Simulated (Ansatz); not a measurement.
# GeNH3 (triplet): from Hartree-Fock to the top rungs, cc-pVDZ

The task here is to estimate one member of a computed series from the others.

Program: Ansatz 0.2.0, Gaussian basis. Level of theory: cc-pVDZ, core rule «outside noble gas», up to 15 orbitals frozen. These are calculated values, not measurements.

To be run: UHF; CCSD(T) on ROHF; CCSD(T) on UHF; BCCD(T) on ROHF; CISD; CCSDT(Q) on ROHF; CCSDT(Q) on UHF.

11 further runs of the same task are left out: 7 for a known fault of the program, 4 set aside as unsound or not needed.

### The system

The geometry is a PBE0/def2-TZVP stationary point (not a proven minimum) of the parent state, kept for this charge and spin. No spin-orbit coupling is included. The filled d shell of Ge may be among the frozen orbitals whatever the setting's name suggests; the logs give the count.

5 atoms, charge 0, spin multiplicity 3.

Atoms are counted from 1 here; the program's logs count them from 0.

Bond lengths: Ge1–N2 1.703 Å, Ge1–H3 1.543 Å, Ge1–H4 1.529 Å, N2–H5 1.020 Å. Angles: N2–Ge1–H3 128.8°, N2–Ge1–H4 117.8°, H3–Ge1–H4 113.4°, Ge1–N2–H5 110.9°.

Set-up of the first run:

The input, in.yaml:

```yaml
crystal:
  periodic: [false, false, false]
  atoms:
    - {symbol: Ge, position_ang: [0.000000, 0.013551, 0.270262]}
    - {symbol: N, position_ang: [0.000000, -0.128473, -1.427255]}
    - {symbol: H, position_ang: [0.000000, 1.292635, 1.132552]}
    - {symbol: H, position_ang: [0.000000, -1.274515, 1.094008]}
    - {symbol: H, position_ang: [0.000000, 0.790573, -1.870085]}
basis:
  gaussian: {orbitals: cc-pVDZ}
magnetization: {spin_polarized: true, initial_magnetization: 2}
hamiltonian: {xc: hf}
output: {orbitals: {seedname: orbitals}}
```

Started as:

```console
ansatz run in.yaml --threads 1 --pin off --events-out ev --progress --plain --max-ram 2816MiB --backend cpu
```

Among the steps run: UHF; CCSD(T) on ROHF; CCSD(T) on UHF; BCCD(T) on ROHF; CISD; CCSDT(Q) on ROHF; CCSDT(Q) on UHF.

One table of the session follows, with a row left open; its other results are not shown here.

```
   method  from UCCSDT(Q) (meV)
     ROHF               +7198.1
      UHF               +6979.0
     RMP2               +1129.1
     UMP2               +1132.6
    RCCSD                +197.3
    UCCSD                +189.9
 RCCSD(T)                 +41.8
 UCCSD(T)                 +37.6
  BCCD(T)                 +41.6
   RCCSDT                 +16.1
   UCCSDT                     ?
RCCSDT(Q)                  +4.9
UCCSDT(Q)                     0
```

**Question.** Estimate the row for UCCSDT.

The run gave: from UCCSDT(Q) (meV): +11.4. In the column «from UCCSDT(Q) (meV)» it lies between RCCSDT(Q) (+4.9) and RCCSDT (+16.1).

Not comparable, so not listed: CISD (they don't share determinant, frozen orbitals or solution with the rows shown, or repeat one).

Caveats from the session: Restricted and unrestricted rows rest on different reference determinants; where their highest levels disagree by more than a few hundredths of an eV, they describe different states and don't form one ladder.
